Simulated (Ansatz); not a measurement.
**CH9BSi2: a ladder of functionals and wavefunction methods**

How much do the methods differ for CH9BSi2? The plan is to run it at one geometry with functionals of several rungs and with coupled cluster. The yardstick is the atomisation energy at the CCSD(T) limit.

Method: functionals in def2-TZVPP, the program's frozen cores in correlated methods; program: Ansatz 0.2.0, Gaussian basis.

The runs, in order: PBE-D4, r2SCAN-D4, PBE0-D4, B3LYP-D4, ωB97X-V, ωB97M-V, B2PLYP; CCSD(T)/def2-TZVPP; MP2/def2-QZVPP; extrapolation to the limit.

**1. The geometry**

The geometry comes from an earlier relaxation with PBE0-D4 in a triple-zeta def2 set; it is a stationary point, not always the lowest conformer.

SMILES `C[SiH2]B[SiH3]`, 13 atoms, charge 0, spin multiplicity 1.

Atoms are counted from 1 here; the program's logs count them from 0.

Bond lengths: C1–Si2 1.876 Å, C1–H5 1.092 Å, C1–H6 1.093 Å, C1–H7 1.092 Å, Si2–B3 2.005 Å, Si2–H8 1.492 Å, Si2–H9 1.499 Å, B3–Si4 2.005 Å, B3–H10 1.198 Å, Si4–H11 1.497 Å, Si4–H12 1.488 Å, Si4–H13 1.490 Å. Angles: Si2–C1–H5 110.8°, Si2–C1–H6 110.8°, Si2–C1–H7 111.1°, H5–C1–H6 107.9°, H5–C1–H7 108.2°, H6–C1–H7 107.9°, C1–Si2–B3 115.3°, C1–Si2–H8 109.9°, C1–Si2–H9 109.6°, B3–Si2–H8 111.9°, B3–Si2–H9 102.8°, H8–Si2–H9 106.8°, Si2–B3–Si4 123.1°, Si2–B3–H10 118.2°, Si4–B3–H10 118.7°, B3–Si4–H11 104.2°, B3–Si4–H12 115.4°, B3–Si4–H13 113.4° and more.

**2. PBE-D4 (GGA)**

in.yaml

```yaml
crystal:
  periodic: [false, false, false]
  atoms:
    - {symbol: C, position_ang: [-1.647420, -0.293743, 1.002017]}
    - {symbol: Si, position_ang: [0.122663, -0.904057, 1.116408]}
    - {symbol: B, position_ang: [1.319067, -0.352106, -0.395358]}
    - {symbol: Si, position_ang: [0.873467, 1.144193, -1.653182]}
    - {symbol: H, position_ang: [-1.676251, 0.792798, 0.893552]}
    - {symbol: H, position_ang: [-2.153817, -0.731290, 0.138386]}
    - {symbol: H, position_ang: [-2.213836, -0.562702, 1.896025]}
    - {symbol: H, position_ang: [0.137886, -2.380957, 1.327867]}
    - {symbol: H, position_ang: [0.791065, -0.289254, 2.309513]}
    - {symbol: H, position_ang: [2.344517, -0.950562, -0.553429]}
    - {symbol: H, position_ang: [0.074410, 0.488207, -2.735524]}
    - {symbol: H, position_ang: [2.041096, 1.813364, -2.288934]}
    - {symbol: H, position_ang: [0.007652, 2.191309, -1.042441]}
basis:
  gaussian: {orbitals: def2-TZVPP}
hamiltonian: {xc: pbe, dispersion: d4}
output: {forces: true, orbitals: {seedname: orbitals}}
```

The run is started by

```sh
ansatz run in.yaml --threads 4 --pin off --events-out ev --progress --plain --max-ram 10444MiB
```

After this run come: r2SCAN-D4 (meta-GGA); PBE0-D4 (hybrid); B3LYP-D4 (hybrid); ωB97X-V (range-separated); ωB97M-V (range-separated); B2PLYP (double hybrid); CCSD(T) in def2-TZVPP; MP2 in def2-QZVPP.

Q: Predict the results of all the runs planned. Wanted: atomisation energy, CCSD(T)/CBS; farthest; mean size of error, hybrid; mean size of error, range-separated; gap, smallest and largest; T1 diagnostic; triples share of the correlation energy.

As calculated:

| quantity | value |
| --- | --- |
| atomisation energy, CCSD(T)/CBS | 999.9 kcal/mol |
| functionals within 5.0 kcal/mol (0.5 %) | PBE-D4, r2SCAN-D4, PBE0-D4, B3LYP-D4, ωB97M-V |
| farthest | B2PLYP (-10.5 kcal/mol) |
| mean size of error, hybrid | 3.2 kcal/mol |
| mean size of error, range-separated | 5.6 kcal/mol |
| gap, smallest and largest | 2.95 eV (PBE-D4), 9.56 eV (ωB97X-V) |
| T1 diagnostic | 0.0127 |
| triples share of the correlation energy | 3.4 % |

**Reading.** PBE-D4 is off by -0.2 kcal/mol. Double hybrids carry the basis error of their MP2 part in triple zeta, and no dispersion term here, so their miss is partly the set-up's. The reference freezes the cores and leaves out relativity and excitations past (T), so misses under about 5.0 kcal/mol can't be ranked. Hartree-Fock recovers 78 % of the binding; the rest is correlation. The gap grows from 2.9 to 9.6 eV across the functionals, mostly with the share of exact exchange.
